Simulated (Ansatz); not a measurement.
# triplet SnSiH6O at 6 levels

Wanted: a comparison of 6 runs (UHF/3-21G, U-r2SCAN0/def2-SVP, U-wB97X/def2-SVP, UB2PLYP/def2-SVP, UPBE/def2-SVP, UPBE0/def2-SVP) of triplet SnSiH6O. 

Program for the calculation: Ansatz 0.2.0.

63 further runs of the same task are left out: 63 set aside as unsound or not needed. Runs told in other sessions of the task aren't counted.

## Step 1: The molecule

SnSiH6O has 9 atoms, charge 0, and is taken as a triplet. SMILES of the parent species: `[SiH3][O][SnH3]`. The shape is that of a PBE0-D4/def2-TZVP optimisation. That shape belongs to the parent species and isn't relaxed for this state.

Bond lengths: Si1–O2 1.627 Å, O2–Sn3 1.963 Å, Si1–H4 1.492 Å, Si1–H5 1.486 Å, Si1–H6 1.492 Å, Sn3–H7 1.699 Å, Sn3–H8 1.705 Å, Sn3–H9 1.705 Å. Some angles: Si1–O2–Sn3 136.6°, O2–Si1–H4 111.4°, O2–Si1–H5 109.0°, O2–Si1–H6 111.4°, O2–Sn3–H7 103.7°, O2–Sn3–H8 106.7°, O2–Sn3–H9 106.7°, H4–Si1–H5 108.8°, H4–Si1–H6 107.4°, H5–Si1–H6 108.8°.

## Step 2: The energy at UHF/3-21G (run 1)

File job.yaml:

```yaml
crystal:
  periodic: [false, false, false]
  atoms:
    - {symbol: Si, position_ang: [-0.707500, 1.106300, -0.961800]}
    - {symbol: O, position_ang: [0.549600, 0.232700, -0.411000]}
    - {symbol: Sn, position_ang: [0.837100, -1.145700, 0.956400]}
    - {symbol: H, position_ang: [-1.786000, 0.228100, -1.502000]}
    - {symbol: H, position_ang: [-0.233000, 2.004100, -2.046400]}
    - {symbol: H, position_ang: [-1.309600, 1.937400, 0.121200]}
    - {symbol: H, position_ang: [2.493700, -1.499800, 0.829900]}
    - {symbol: H, position_ang: [-0.166000, -2.460900, 0.544700]}
    - {symbol: H, position_ang: [0.410100, -0.448400, 2.452000]}
basis:
  gaussian:
    orbitals: 3-21G-spherical.json
magnetization:
  spin_polarized: true
  initial_magnetization: 2
hamiltonian:
  xc: hf
accuracy: high
output:
  orbitals: {seedname: orbitals}
```

The basis set 3-21G is read from a file made from the Basis Set Exchange's data (not shown).

Started as:

```console
$ ansatz run job.yaml --threads 1 --pin off --max-ram 2610MiB --events-out events.jsonl --progress --plain --runs-dir runs
```

What it wrote:

```text
Warning: RAYON_NUM_THREADS=1 ignored (pool sized by the plan → 1); use --threads N
Functional definition: HF
  name "HF"
  exchange = exact_x
  correlation = 0
1396 factors; integrals over basis functions are off by at most 7.1e-9 eV
mean field evaluation 1: about -173097.3840 eV, gradient 2.4e1 eV
mean field evaluation 2: about -173097.8193 eV, gradient 2.4e1 eV
mean field evaluation 4: about -173101.9225 eV, gradient 5.8e0 eV
mean field evaluation 8: about -173102.9101 eV, gradient 8.8e-1 eV
mean field evaluation 16: about -173102.9369 eV, gradient 1.8e-8 eV
mean field evaluation 32: about -173102.8609 eV, gradient 2.6e-1 eV
mean field evaluation 64: about -173097.8876 eV, gradient 1.5e1 eV
mean field evaluation 96: about -173102.5446 eV, gradient 1.2e0 eV
mean field evaluation 128: about -173093.1965 eV, gradient 2.0e1 eV
mean field -173102.93693865 eV, -6361.4155991107 hartree, gradient 9.9e-8 eV, S^2 2.010307; 4 other end points of the search recorded, 0 dependent functions left out
reference -173102.93693865 eV, -6361.4155991107 hartree; 40, 38 occupied and 25, 27 virtual orbitals, 1396 factors
Total energy: -173102.93693865 eV, -6361.4155991107 hartree
```

It took 9.3 s on 1 thread of Arm Neoverse V1, shared host; peak memory 0.33 GiB.

## Step 3: The energy at U-r2SCAN0/def2-SVP (core potential) (run 2)

File input.yaml:

```yaml
crystal:
  periodic: [false, false, false]
  atoms:
    - {symbol: Si, position_ang: [-0.707500, 1.106300, -0.961800]}
    - {symbol: O, position_ang: [0.549600, 0.232700, -0.411000]}
    - {symbol: Sn, position_ang: [0.837100, -1.145700, 0.956400]}
    - {symbol: H, position_ang: [-1.786000, 0.228100, -1.502000]}
    - {symbol: H, position_ang: [-0.233000, 2.004100, -2.046400]}
    - {symbol: H, position_ang: [-1.309600, 1.937400, 0.121200]}
    - {symbol: H, position_ang: [2.493700, -1.499800, 0.829900]}
    - {symbol: H, position_ang: [-0.166000, -2.460900, 0.544700]}
    - {symbol: H, position_ang: [0.410100, -0.448400, 2.452000]}
basis:
  gaussian: {orbitals: def2-SVP}
magnetization: {spin_polarized: true, initial_magnetization: 2}
hamiltonian: {xc: {name: r2SCAN0}}
accuracy: high
output: {orbitals: {seedname: orbitals}}
```

Started as:

```console
$ ansatz run input.yaml --threads 1 --pin off --max-ram 2610MiB --events-out events.jsonl --progress --plain --runs-dir runs
```

What it wrote:

```text
Warning: RAYON_NUM_THREADS=1 ignored (pool sized by the plan → 1); use --threads N
Functional definition: r2SCAN0
  name "r2SCAN0"
  parameter a = 0.25
  parameter k0 = 0.174
  parameter k1 = 0.065
  parameter a1 = 4.9479
  exchange = (1 - a)*r2scan_x(k0 = k0, k1 = k1, a1 = a1) + a*exact_x
  correlation = r2scan_c
2073 factors; integrals over basis functions are off by at most 7.3e-9 eV
mean field evaluation 1: about -15836.6337 eV, gradient 3.6e1 eV
mean field evaluation 2: about -15789.4364 eV, gradient 1.0e2 eV
mean field evaluation 4: about -15842.7211 eV, gradient 7.1e0 eV
mean field evaluation 8: about -15843.0028 eV, gradient 3.2e-1 eV
mean field evaluation 16: about -15843.1448 eV, gradient 4.1e-3 eV
mean field evaluation 32: about -15843.1448 eV, gradient 2.4e-5 eV
mean field -15843.14483448 eV, -582.2248337980 hartree, gradient 2.6e-8 eV, S^2 2.012060; 4 other end points of the search recorded, 0 dependent functions left out
reference -15843.14483705 eV, -582.2248338923 hartree; 26, 24 occupied and 62, 64 virtual orbitals, 2073 factors
Total energy: -15843.14483705 eV, -582.2248338923 hartree
```

Run time: 62 s. Hardware: 1 thread of Arm Neoverse V1, shared host; peak memory 0.63 GiB.

Runs 3 to 5 aren't shown in full; the table further down has their settings and results.

## Step 4: A single-point energy at UPBE0/def2-SVP (core potential) (run 6)

Edit input.yaml of step 3 so:

```diff
@@ -13,6 +13,10 @@
 basis:
-  gaussian: {orbitals: def2-SVP}
-magnetization: {spin_polarized: true, initial_magnetization: 2}
-hamiltonian: {xc: {name: r2SCAN0}}
+  gaussian:
+    orbitals: def2-SVP
 accuracy: high
+magnetization:
+  spin_polarized: true
+  initial_magnetization: 2
 output: {orbitals: {seedname: orbitals}}
+hamiltonian:
+  xc: {name: PBE0}
```

Started as:

```console
$ ansatz run input.yaml --threads 1 --pin off --max-ram 2610MiB --events-out events.jsonl --progress --plain --runs-dir runs
```

What it wrote:

```text
Warning: RAYON_NUM_THREADS=1 ignored (pool sized by the plan → 1); use --threads N
Functional definition: PBE0
  name "PBE0"
[... 1 set-up line as earlier in the session ...]
  parameter kappa = 0.804
  parameter beta = 0.06672455060314922
  exchange = (1 - a)*pbe_x(kappa = kappa, mu = beta*pi^2/3) + a*exact_x
  correlation = pbe_c(beta = beta)
2073 factors; integrals over basis functions are off by at most 7.3e-9 eV
mean field evaluation 1: about -15831.4615 eV, gradient 3.8e1 eV
mean field evaluation 2: about -15770.2300 eV, gradient 1.1e2 eV
mean field evaluation 4: about -15837.9812 eV, gradient 8.1e0 eV
mean field evaluation 8: about -15838.3049 eV, gradient 2.1e-1 eV
mean field evaluation 16: about -15838.4454 eV, gradient 3.8e-3 eV
mean field evaluation 32: about -15838.4454 eV, gradient 9.9e-6 eV
mean field -15838.44544943 eV, -582.0521345825 hartree, gradient 5.0e-8 eV, S^2 2.007852; 4 other end points of the search recorded, 0 dependent functions left out
reference -15838.44545260 eV, -582.0521346993 hartree; 26, 24 occupied and 62, 64 virtual orbitals, 2073 factors
Total energy: -15838.44545260 eV, -582.0521346993 hartree
```

It took 32 s on 1 thread of Arm Neoverse V1, shared host; peak memory 0.46 GiB.

## Step 5: Overview of the runs

```
run                                level  core potential  frozen core orbitals   energy (Eh)  HOMO energy (eV)   ⟨S²⟩  wall time
  1                            UHF/3-21G            none                     –  -6361.415599             -3.81  2.010      9.3 s
  2  U-r2SCAN0/def2-SVP (core potential)        def2-SVP                     –   -582.224834             -2.68  2.012       62 s
  3    U-wB97X/def2-SVP (core potential)        def2-SVP                     –   -582.255647             -4.08  2.009    2.7 min
  4    UB2PLYP/def2-SVP (core potential)        def2-SVP                    10   -581.765111             -2.99  2.010       45 s
  5       UPBE/def2-SVP (core potential)        def2-SVP                     –   -582.020385             -1.85  2.003       27 s
  6      UPBE0/def2-SVP (core potential)        def2-SVP                     –   -582.052135             -2.55  2.008       32 s
```

## Step 6: What came out

```
                                 quantity          value
                      run 6: total energy  -582.05213 Eh
run 6: HOMO energy (highest over α and β)       -2.55 eV
                              run 6: ⟨S²⟩          2.008
```

In words: Totals of different functionals can't be ranked against each other. Some runs of one species differ in core potentials or relativity; totals across that change don't compare. In run 1 relativity is left out where basis or elements ask for it. All runs together took 5.6 min, the longest 2.7 min.
